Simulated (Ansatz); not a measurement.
# CaGe6O12: the cost of one run

Method: DFT PBE, scalar-relativistic, plane waves, PAW, in Ansatz 0.2.0.

## Step 1: The system as given

The structure is cubic, space group I-43m (No. 217). The conventional cell has a = 9.616 Å, b = 9.616 Å, c = 9.616 Å, α = 90.00°, β = 90.00°, γ = 90.00°. Ge (site symmetry -4) is surrounded by 4 O at 1.74 Å. Around O (site symmetry m) lie 2 Ge at 1.74 Å.

Structure file:

```cif
data_structure
_symmetry_space_group_name_H-M 'I-43m'
_symmetry_Int_Tables_number 217
_cell_length_a 9.6163
_cell_length_b 9.6163
_cell_length_c 9.6163
_cell_angle_alpha 90.000
_cell_angle_beta 90.000
_cell_angle_gamma 90.000
_cell_volume 889.24
loop_
_atom_site_label
_atom_site_type_symbol
_atom_site_symmetry_multiplicity
_atom_site_Wyckoff_symbol
_atom_site_fract_x
_atom_site_fract_y
_atom_site_fract_z
_atom_site_occupancy
Ca1 Ca 2 a 0.00000 0.00000 0.00000 1
Ge1 Ge 12 d 0.00000 0.50000 0.25000 1
O1 O 24 g 0.10052 0.48878 0.10052 1
```

Recipe of the guess: 4-connected net, bridging atoms on its edges, bridges bent, guests in its cages (I-43m, No. 217). The dimensions are guesses.

## Step 2: The guess as it stands, on a coarse mesh

Contents of input.yaml:

```yaml
crystal:
  lattice:
    - [-4.80813622, 4.80813622, 4.80813622]
    - [4.80813622, -4.80813622, 4.80813622]
    - [4.80813622, 4.80813622, -4.80813622]
  atoms:
    - { symbol: Ca, position: [0.0, 0.0, 0.0] }
    - { symbol: Ge, position: [0.75, 0.25, 0.5] }
    - { symbol: Ge, position: [0.25, 0.75, 0.5] }
    - { symbol: Ge, position: [0.5, 0.25, 0.75] }
    - { symbol: Ge, position: [0.75, 0.5, 0.25] }
    - { symbol: Ge, position: [0.5, 0.75, 0.25] }
    - { symbol: Ge, position: [0.25, 0.5, 0.75] }
    - { symbol: O, position: [0.58929344, 0.20103632, 0.58929344] }
    - { symbol: O, position: [0.79896368, 0.38825713, 0.38825713] }
    - { symbol: O, position: [0.61174287, 0.0, 0.41070656] }
    - { symbol: O, position: [0.0, 0.41070656, 0.61174287] }
    - { symbol: O, position: [0.41070656, 0.0, 0.61174287] }
    - { symbol: O, position: [0.0, 0.61174287, 0.41070656] }
    - { symbol: O, position: [0.38825713, 0.79896368, 0.38825713] }
    - { symbol: O, position: [0.20103632, 0.58929344, 0.58929344] }
    - { symbol: O, position: [0.61174287, 0.41070656, 0.0] }
    - { symbol: O, position: [0.38825713, 0.38825713, 0.79896368] }
    - { symbol: O, position: [0.58929344, 0.58929344, 0.20103632] }
    - { symbol: O, position: [0.41070656, 0.61174287, 0.0] }
basis:
  ecutwfc: 420
kpoints:
  mp_grid: { grid: [4, 4, 4] }
hamiltonian:
  xc: pbe
scf:
  occupations: { method: gaussian, width: 0.1 }
  lower_state_search: "off"
output:
  forces: true
  stress: true
  eigenvalues: true
```

On the command line:

```console
$ ansatz run input.yaml --threads 1 --pin off --max-ram 2560MiB --backend cpu --events-out ev --progress --plain --runs-dir out
```

What time and memory should one allow on 1 thread of Arm Neoverse V1, shared host?

About 39 s, with a peak of 0.74 GiB.
